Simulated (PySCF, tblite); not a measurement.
# CH9GeSSi2 radical: geometry, infrared bands and EPR parameters

Aim: predict the infrared bands and EPR parameters of CH9GeSSi2 radical (`[SiH3]S[CH][GeH2][SiH3]`).

The runs use tblite 0.8.0 and PySCF 2.14.0, with density-fitted response routines of our own; the level of theory stands in each step. All values are computed, except where a source is named. Atoms count from 0, in the outputs and in this text.

**1. The molecule as given**

14 atoms, charge 0, multiplicity 2; geometry from: force field or distance geometry start.

Bonds of the start (Å): Si0–S1 2.16, S1–C2 1.80, C2–Ge3 1.95, Ge3–Si4 2.32, Si0–H5 1.47, Si0–H6 1.46, Si0–H7 1.48, C2–H8 1.11, Ge3–H9 1.56, Ge3–H10 1.54, Si4–H11 1.47, Si4–H12 1.47, Si4–H13 1.47.

**2. Relaxing the molecule with GFN2-xTB**

What the job is given:

```
{"job": {"kind": "relax", "xc": "GFN2-xTB", "basis": "xTB"}, "charge": 0, "multiplicity": 2}
Si     3.178200    -0.082700     0.114800
S      1.183500    -0.393700     0.871600
C      0.439500    -0.181400    -0.750100
Ge    -1.429200    -0.736600    -0.696600
Si    -2.605800     0.625900     0.764100
H      3.462800    -1.090500    -0.913400
H      4.142500    -0.192100     1.209000
H      3.264100     1.268100    -0.472200
H      0.479600     0.887900    -1.048300
H     -1.510300    -2.211600    -0.187700
H     -2.049100    -0.643700    -2.107400
H     -4.014900     0.198200     0.803100
H     -2.022100     0.535600     2.111300
H     -2.519600     2.016200     0.279500
```

Command:

```
> OMP_NUM_THREADS=1 python probes_run.py task.json out
```

This one command runs all jobs of the session in turn.

The program printed:

```text
step      E/eV     max force
  0    -416.36759    1.340
  1    -416.43609    1.041
  2    -416.53087    0.584
  3    -416.55711    0.630
  4    -416.61329    0.641
  5    -416.62761    0.488
  6    -416.64802    0.416
  7    -416.65677    0.372
  8    -416.66849    0.293
  9    -416.67704    0.234
 10    -416.68643    0.290
 11    -416.69412    0.289
 12    -416.70178    0.288
 13    -416.70862    0.195
 14    -416.71410    0.171
 15    -416.71823    0.145
 16    -416.72106    0.149
 17    -416.72298    0.105
 18    -416.72510    0.127
 19    -416.72834    0.167
 20    -416.73268    0.255
 21    -416.73684    0.232
 22    -416.73947    0.139
 23    -416.74139    0.129
 24    -416.74345    0.158
 25    -416.74835    0.217
 26    -416.75264    0.194
 27    -416.75701    0.125
 28    -416.75959    0.113
 29    -416.76108    0.092
 30    -416.76220    0.071
 31    -416.76342    0.084
 32    -416.76502    0.107
 33    -416.76705    0.101
 34    -416.76883    0.095
 35    -416.76970    0.054
 36    -416.76997    0.042
 37    -416.77014    0.042
 38    -416.77037    0.042
 39    -416.77078    0.041
 40    -416.77101    0.035
 41    -416.77115    0.029
 42    -416.77121    0.023
 43    -416.77126    0.016
 44    -416.77131    0.019
 45    -416.77135    0.024
 46    -416.77138    0.023
 47    -416.77144    0.025
 48    -416.77151    0.031
 49    -416.77159    0.029
 50    -416.77165    0.019
 51    -416.77167    0.014
 52    -416.77170    0.015
 53    -416.77174    0.024
 54    -416.77181    0.034
 55    -416.77192    0.036
 56    -416.77201    0.024
 57    -416.77205    0.015
 58    -416.77207    0.013
 59    -416.77209    0.018
 60    -416.77214    0.024
 61    -416.77220    0.027
 62    -416.77225    0.017
 63    -416.77228    0.010
 64    -416.77229    0.011
 65    -416.77231    0.016
 66    -416.77235    0.019
 67    -416.77240    0.019
 68    -416.77244    0.013
 69    -416.77247    0.012
 70    -416.77248    0.013
 71    -416.77252    0.019
 72    -416.77257    0.025
 73    -416.77265    0.025
 74    -416.77271    0.019
 75    -416.77274    0.014
 76    -416.77277    0.017
 77    -416.77281    0.023
 78    -416.77289    0.031
 79    -416.77297    0.027
 80    -416.77301    0.014
 81    -416.77302    0.009
```

Wall time 0.92 s (1 thread of Arm Neoverse N1, shared host).

Along the way: (not every step is listed)

```csv
step,energy from step 0 (eV),largest force (eV/Å)
0,0.0000,1.3396
1,-0.0685,1.0414
2,-0.1633,0.5841
3,-0.1895,0.6302
4,-0.2457,0.6414
5,-0.2600,0.4878
6,-0.2804,0.4161
7,-0.2892,0.3720
8,-0.3009,0.2927
14,-0.3465,0.1710
20,-0.3651,0.2546
26,-0.3850,0.1943
32,-0.3974,0.1069
38,-0.4028,0.0422
44,-0.4037,0.0193
50,-0.4041,0.0191
56,-0.4044,0.0241
62,-0.4047,0.0171
68,-0.4049,0.0133
74,-0.4051,0.0185
76,-0.4052,0.0168
77,-0.4052,0.0230
78,-0.4053,0.0309
79,-0.4054,0.0272
80,-0.4054,0.0136
81,-0.4054,0.0089
```

Close pairs (by a distance rule), those that changed most:

```csv
bond,before (Å),after (Å),change (Å)
S1–C2,1.797,1.726,-0.071
Ge3–H9,1.562,1.511,-0.051
C2–Ge3,1.950,1.914,-0.036
Ge3–Si4,2.318,2.352,+0.033
C2–H8,1.111,1.079,-0.032
Ge3–H10,1.544,1.512,-0.031
Si0–H7,1.475,1.459,-0.016
Si0–H6,1.463,1.451,-0.011
```

The end geometry stands in the next job.

**3. Vibrational analysis with GFN2-xTB**

What the job is given:

```
{"job": {"kind": "ir", "xc": "GFN2-xTB", "basis": "xTB"}, "charge": 0, "multiplicity": 2}
Si     3.301445    -0.008387     0.077579
S      1.342557    -0.574713     0.774826
C      0.406525    -0.340055    -0.655894
Ge    -1.483740    -0.636124    -0.617329
Si    -2.755909     0.689586     0.850540
H      3.657941    -0.910452    -1.010984
H      4.125047    -0.149355     1.264271
H      3.189978     1.364247    -0.405308
H      0.882322     0.263746    -1.413195
H     -1.670850    -2.104755    -0.314269
H     -1.894742    -0.530077    -2.068865
H     -4.141477     0.220893     0.879988
H     -2.205253     0.627559     2.203555
H     -2.754521     2.087414     0.412919
```

The program printed:

```text
mode    cm-1     km/mol
  1      24.3      3.35
  2      30.1      0.22
  3      35.7      0.39
  4     100.5      0.81
  5     106.0      0.97
  6     136.5      3.04
  7     168.6      3.95
  8     313.0     40.18
  9     338.6     29.30
 10     368.7     17.11
 11     451.1     17.26
 12     464.0      4.13
 13     499.4     77.83
 14     527.6     38.65
 15     544.6     50.76
 16     591.1     35.58
 17     650.1    567.57
 18     699.6     13.84
 19     725.1    134.38
 20     755.3    660.24
 21     771.7    389.37
 22     780.6    123.48
 23     784.9    238.87
 24     786.6    115.68
 25     855.9    147.47
 26     888.7     15.31
 27    1150.7     12.39
 28    1877.3    362.23
 29    1940.8    485.82
 30    2242.0    234.27
 31    2255.3    286.28
 32    2266.5    292.59
 33    2295.4    279.98
 34    2313.2    143.83
 35    2374.7    204.69
 36    3031.1     29.69
```

It took 0.84 s on 1 thread of Arm Neoverse N1, shared host.

Which atoms move in the most intense modes:

```csv
cm⁻¹,km/mol,atoms
650,567.6,"H10 57 %, H9 26 %"
755,660.2,"H6 31 %, H7 25 %, H5 24 %"
772,389.4,"H12 31 %, H11 23 %, H13 17 %"
1877,362.2,"H9 51 %, H10 48 %"
1941,485.8,"H10 51 %, H9 48 %"
2255,286.3,H11 93 %
2266,292.6,H12 94 %
2295,280.0,"H7 81 %, H5 15 %"
```

**4. g tensor and hyperfine couplings: B3LYP/def2-TZVP-core+pcH-1**

Settings changed since step 3:

```diff
@@ -1,2 +1,2 @@
-{"job": {"kind": "ir", "xc": "GFN2-xTB", "basis": "xTB"}, "charge": 0, "multiplicity": 2}
+{"job": {"kind": "epr", "basis": "pcH-1"}, "charge": 0, "multiplicity": 2}
 Si     3.301445    -0.008387     0.077579
```

Level: UKS B3LYP, def2-TZVP-core on Ge, pcH-1 on C H S Si, non-relativistic, mean-field spin-orbit, GIAO.

The program printed:

```text
UKS, coarse grid
  cycle   1  E = -3097.67799355  |g| = 1.32e+00
  cycle   2  E = -3097.64156098  |g| = 8.47e-01
  cycle   3  E = -3097.71853031  |g| = 3.78e-01
  cycle   4  E = -3097.74799973  |g| = 9.25e-02
  cycle   5  E = -3097.75253221  |g| = 1.72e-02
  cycle   6  E = -3097.75266601  |g| = 3.83e-03
  cycle   7  E = -3097.75267703  |g| = 1.22e-03
  cycle   8  E = -3097.75267732  |g| = 4.81e-04
UKS, final grid
  cycle   1  E = -3097.75265195  |g| = 4.71e-04
  cycle   2  E = -3097.75265177  |g| = 7.53e-04
  cycle   3  E = -3097.75265209  |g| = 9.03e-05
  cycle   4  E = -3097.75265209  |g| = 4.16e-05
  cycle   5  E = -3097.75265209  |g| = 1.22e-05
E = -3097.75265209 Eh   <S^2> = 0.7544 (exact 0.7500)
g shifts (ppm)      1          2          3
  rmc          -164       -164       -164
  gc             -2         30         25
  oz_so        -822       1697       6378
  total        -988       1563       6239
hyperfine (MHz)  atom isotope    a_iso     a_fc   dipolar eigenvalues
    0  29Si       2.51       2.45     -1.16      0.22      0.94
    1   33S       3.43       3.72    -22.05    -17.60     39.65
    2   13C     114.75     114.47    -66.24    -65.44    131.68
    3  73Ge      14.84      15.09     -0.82     -0.37      1.19
    4  29Si     -44.03     -44.09     -9.94      4.86      5.08
    5    1H       9.75       9.75     -2.01     -1.49      3.50
    6    1H      -2.54      -2.54     -1.74     -1.12      2.86
    7    1H       7.04       7.04     -1.81     -1.48      3.30
    8    1H     -41.82     -41.91    -30.73     -1.40     32.13
    9    1H      38.02      38.02     -2.68     -2.33      5.01
   10    1H       0.77       0.78     -3.00     -2.36      5.36
   11    1H       6.52       6.52     -1.09     -0.45      1.54
   12    1H      -0.27      -0.27     -1.41     -0.61      2.02
   13    1H      -1.28      -1.28     -1.23     -0.78      2.01
```

It took 4.8 min on 1 thread of Arm Neoverse N1, shared host; peak memory 1.4 GiB.

Principal g values 2.00133, 2.00388, 2.00856; g(iso) = 2.00459, against 2.00232 for a free electron.

Hyperfine couplings; where a row names several nuclei, a(iso) is their mean (it holds for fast rotation or exchange) and the dipolar term the largest among them:

```csv
nuclei,isotope,a(iso) (MHz),"a(iso) (G, at g = 2.0023)",largest dipolar term (MHz)
C2,13C,114.7,40.9,131.7
Si4,29Si,-44.0,-15.7,-9.9
H8,1H,-41.8,-14.9,32.1
"H9, H10",1H,19.4,6.9,5.4
Ge3,73Ge,14.8,5.3,1.2
"H5, H6, H7",1H,4.7,1.7,3.5
S1,33S,3.4,1.2,39.6
Si0,29Si,2.5,0.9,-1.2
"H11, H12, H13",1H,1.7,0.6,2.0
```

Mulliken spin populations:

Si0 0.01; S1 0.16; C2 0.81; Ge3 -0.03; Si4 0.04; H5 0.01; H6 0.00; H7 0.01; H8 -0.03; H9 0.02; H10 0.00; H11 0.00; H12 0.00; H13 0.00

In first order the couplings over 0.8 MHz of 1H give 96 distinct lines over 35.6 G, if the averaged nuclei exchange fast; the same motion can average rows kept apart here too.

Orbitals, density, ELF and potential are computed afterwards from the orbital file.

ELF in a plane through or near 6 of the atoms.

Ten even steps from ' ' (0.00) to '@' (1.00):
```
                                                        
                                                        
                                                        
                                  ::--::                
        ..::..                  --##%%##::              
      ..++##++::    ::====..    --%%@@%%==..            
      --%%@@%%++....==####==    ::##%%**--::----..      
      ::##@@%%--::==##%%##==    ..==::--  **@@@@**..    
      ..++##..++..########--    --++::##--%%@@@@@@--    
        ::----##::******##**==--++%%++..--@@@@@@@@==    
        ==%%++....++--****==%%==..--@@##++@@@@@@%%::    
      ::@@@@@@@@++  ..++..--%%..****--++....++**::      
      --@@@@@@@@==  ..**######..##++::::                
      ::@@@@@@@@::  ..++####==::....==::                
        --##%%##    ..--==--..::**%%**--                
          ......      ....    ..##%%**::                
                                --==::..                
                                  ..                    
                                                        
                                                        
```
The map spans 13.6 Å across and 9.6 Å up, centred on the molecule. Atoms in the plane (x, y in Å): Si0 (-3.3, 0.4), C2 (-0.5, -0.7), Ge3 (1.4, -1.0), Si4 (2.9, 0.8), H5 (-3.8, -1.0), H11 (4.2, 0.4).

On the surface of density 0.002 e/bohr³ the electrostatic potential runs, from the 1st to the 99th percentile, from -0.63 V near S1 to 1.40 V near H7.

The spin density lies nearest to C2 58 %; S1 21 %; H8 8 %.

**5. What came out**

```
                                                                  quantity                 value
                                 strongest single infrared mode (GFN2-xTB)  755 cm⁻¹, 660 km/mol
                                              zero-point energy (GFN2-xTB)         48.8 kcal/mol
                                                            g(iso) (B3LYP)               2.00459
                                                                      ⟨S²⟩    0.754 (exact 0.75)
                                        largest a(iso) (averaged by class)  13C on C2, 114.7 MHz
potential on the surface of density 0.002 e/bohr³, 1st and 99th percentile    -0.63 V and 1.40 V
```

In words: The optimisation took 81 steps and gained 0.405 eV; among the close pairs (by a distance rule), S1–C2 changed most, from 1.797 to 1.726 Å. No mode is imaginary among the 36: a minimum at this level. The strongest single mode, at 755 cm⁻¹, has its largest shares on H6, H7 and H5 (the list is cut at 3 atoms). GFN2-xTB is a fitted tight-binding method: band positions and strengths are rough. Its intensities can rank the bands wrongly. Most of the unpaired spin sits on C2 (0.81 e). The isotropic g lies 2.3 ppt above the free-electron value. The hyperfine terms hold no scalar relativity, which the heavier nuclei need. These values are for one conformer; the search (at its own cheap level) found 2 more, at 0.04, 1.37 kcal/mol (those within 0.05 may be mirror or relabelled copies), and measured spectra average over such forms.
